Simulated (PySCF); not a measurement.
# SeNF3: relaxation and vibrations of the singlet

Aim: relax SeNF3 as a singlet from a see-saw (ligand arrangement 2) start, check by its vibrations whether the end is a minimum, and collect its spectrum and constants.

Program: PySCF 2.14.0. Level of theory: PBE0, basis Se def2-SVP, N def2-SVP, F def2-SVP, no relativity, density fitting. These are calculated values, not measurements.

## Step 1: Where the work starts

5 atoms, charge 0, spin multiplicity 1.

Bond lengths: Se1–N2 1.670 Å, Se1–F3 1.800 Å, Se1–F4 1.800 Å, Se1–F5 1.800 Å. Angles: N2–Se1–F3 170.0°, N2–Se1–F4 86.9°, N2–Se1–F5 86.9°, F3–Se1–F4 86.9°, F3–Se1–F5 86.9°, F4–Se1–F5 104.0°.

```xyz
5
charge 0 multiplicity 1
Se    0.0000   -0.0714   -0.3123
N     0.0000   -1.7350   -0.1667
F     0.0000    1.7218   -0.1554
F     1.4184   -0.0714    0.7959
F    -1.4184   -0.0714    0.7959
```

## Step 2: Relaxing the singlet from the see-saw (ligand arrangement 2) start

The steps below are one call of a driver around PySCF. For each, scf.py gives the equivalent set-up of the SCF; relaxations use the driver's own optimiser. Before each start the driver seeks the lowest SCF state from one or more starting densities and follows internal instabilities, so scf.py alone need not reach the same state.

The program finds Cs symmetry in the start, which this walk keeps. Threshold on the gradient: 0.0003 Eh/bohr, with a further test on the energy change.

File scf.py:

```python
from pyscf import gto, scf, dft
mol = gto.M(atom='''
Se     0.000000    -0.071381    -0.312281
N      0.000000    -1.734981    -0.166681
F      0.000000     1.721819    -0.155381
F      1.418400    -0.071381     0.795919
F     -1.418400    -0.071381     0.795919''',
    basis={'Se': 'def2-SVP', 'N': 'def2-SVP', 'F': 'def2-SVP'},
    charge=0, spin=0)
mf = dft.RKS(mol, xc='PBE0')
mf.grids.atom_grid = (50, 194)
aux = {'Se': 'def2-universal-JKFIT', 'N': 'def2-universal-JKFIT', 'F': 'def2-universal-JKFIT'}
mf = mf.density_fit(auxbasis=aux)
mf.kernel()
```

The optimiser's trace:

```
step   energy (Eh)  change (kJ/mol)  largest symmetric gradient (Eh/bohr)
   0  -2754.359449             0.00                               0.05670
   1  -2754.387205           -72.87                               0.04643
   2  -2754.407099          -125.11                               0.07501
   3  -2754.426292          -175.50                               0.04521
   4  -2754.439585          -210.40                               0.03593
   5  -2754.440800          -213.59                               0.03382
   6  -2754.442011          -216.77                               0.02043
   7  -2754.442729          -218.65                               0.01027
   8  -2754.442848          -218.97                               0.00223
   9  -2754.442855          -218.98                               0.00030
  10  -2754.442856          -218.98                               0.00003
```

The walk ran for 12 s (4 threads, shared host).

It settles in C3v symmetry, 219.0 kJ/mol below the start, after 10 steps: Se–F 1.732 Å (×3), Se–N 1.573 Å; F–Se–F 91.1° (×3), F–Se–N 124.4° (×3).

## Step 3: Is it a minimum? Harmonic modes

On the finer grid the gradient is checked again; gradients at displacements of ±0.01 bohr then give force constants and infrared intensities.

scf.py, as its differences from that of step 2:

```diff
@@ -3,5 +3,5 @@
-Se     0.000000    -0.071381    -0.312281
-N      0.000000    -1.734981    -0.166681
-F      0.000000     1.721819    -0.155381
-F      1.418400    -0.071381     0.795919
-F     -1.418400    -0.071381     0.795919''',
+Se    -0.000000    -0.189096    -0.122345
+N     -0.000000    -1.509861    -0.976877
+F     -0.000432     1.409912    -0.786745
+F      1.235543     0.247826     1.009375
+F     -1.235110     0.247419     1.010003''',
@@ -11 +11 @@
-mf.grids.atom_grid = (50, 194)
+mf.grids.atom_grid = (75, 302)
```

The driver hands on the density of the step before, so the log starts near convergence.

SCF at the final geometry:

```text
init E= -2754.44301878133
  HOMO = -0.352670644155208  LUMO = -0.132714625009664  gap/eV = 5.98531
cycle= 1 E= -2754.44301878117  delta_E= 1.57e-10  |g|= 2.48e-05  |ddm|= 3.05e-05
  HOMO = -0.352665762540183  LUMO = -0.132715164756636  gap/eV = 5.98516
cycle= 2 E= -2754.44301877987  delta_E= 1.3e-09  |g|= 7.9e-05  |ddm|= 9.29e-05
  HOMO = -0.352669893798347  LUMO = -0.132715086251918  gap/eV = 5.98528
cycle= 3 E= -2754.44301878134  delta_E= -1.46e-09  |g|= 1.63e-06  |ddm|= 7.04e-05
  HOMO = -0.352669744049659  LUMO = -0.132714983333502  gap/eV = 5.98527
cycle= 4 E= -2754.44301878136  delta_E= -1.86e-11  |g|= 3.03e-07  |ddm|= 1.39e-06
  HOMO = -0.352669695908429  LUMO = -0.132714931360022  gap/eV = 5.98527
Extra cycle  E= -2754.44301878134  delta_E= 1.77e-11  |g|= 4.05e-07  |ddm|= 4.45e-07
converged SCF energy = -2754.44301878134
```

The whole step took 21 s.

Geometry: C3v; Se–F 1.732 Å (×3), Se–N 1.573 Å; F–Se–F 91.0° (×3), F–Se–N 124.5° (×3).

Modes, for the most abundant isotopes:

```json
{"symmetry": "e", "ω (cm⁻¹)": "217", "IR (km/mol)": "7.0", "μ (u)": "16.98", "type": "bend"}
{"symmetry": "e", "ω (cm⁻¹)": "300", "IR (km/mol)": "24.6", "μ (u)": "20.63", "type": "bend"}
{"symmetry": "a1", "ω (cm⁻¹)": "359", "IR (km/mol)": "25.3", "μ (u)": "21.47", "type": "bend"}
{"symmetry": "e", "ω (cm⁻¹)": "675", "IR (km/mol)": "221", "μ (u)": "22.84", "type": "stretch"}
{"symmetry": "a1", "ω (cm⁻¹)": "690", "IR (km/mol)": "87.1", "μ (u)": "20.41", "type": "stretch"}
{"symmetry": "a1", "ω (cm⁻¹)": "1190", "IR (km/mol)": "23.9", "μ (u)": "16.53", "type": "stretch"}
```

No imaginary mode, so this is a minimum.

Properties at this point:

| Quantity | Value |
| --- | --- |
| Dipole moment | 0.59 D |
| Highest occupied level | -9.60 eV |
| Lowest empty level | -3.61 eV |
| Rotational constants | 0.1454, 0.1205, 0.1205 cm⁻¹ |
| Zero-point energy | 27.6 kJ/mol |
| Principal polarisabilities | 25.1, 25.1, 39.5 bohr³ |
| Atomisation energy without zero-point energy | 1066 kJ/mol |
| Principal traceless quadrupole moments about the centre of mass | -4.61, 2.31, 2.31 D Å |
| Entropy at 298.15 K and 1 bar | 309.2 J/(mol K) |
| Heat capacity Cp at 298.15 K | 80.8 J/(mol K) |
| Enthalpy at 298.15 K above 0 K | 16.85 kJ/mol |
| Rotational symmetry number | 3 |

Charges (e) and bond orders:

| atom | Mulliken | Löwdin | polar tensor | Mayer order to Se1 |
| --- | --- | --- | --- | --- |
| Se1 | 1.28 | 1.05 | 1.99 | – |
| N2 | -0.35 | -0.39 | -0.31 | 2.42 |
| F3,4,5 | -0.31 | -0.22 | -0.56 | 0.86 |

Mulliken populations on Se1: s 7.45, p 14.59, d 10.68.

## Step 4: What came out

| quantity | value |
| --- | --- |
| minimum | singlet, C3v |
| geometry | Se–F 1.732 Å (×3), Se–N 1.573 Å; F–Se–F 91.0° (×3), F–Se–N 124.5° (×3) |
| wavenumbers (cm⁻¹) | 217 (e), 300 (e), 359 (a1), 675 (e), 690 (a1), 1190 (a1) |
| dipole moment | 0.59 D |
| highest occupied, lowest empty level | -9.60, -3.61 eV |
| polar-tensor charge of Se1 | +1.99 e |
| zero-point energy | 27.6 kJ/mol |
| entropy at 298.15 K | 309.2 J/(mol K) |
| atomisation energy (no zero-point energy) | 1066 kJ/mol |

In words: The see-saw (ligand arrangement 2) start (Cs) ends in a minimum of C3v symmetry. The strongest infrared band lies at 675 cm⁻¹ (e, stretch). Other starts or spin states, not run here, may lie lower.

The search up to here took 34 s.
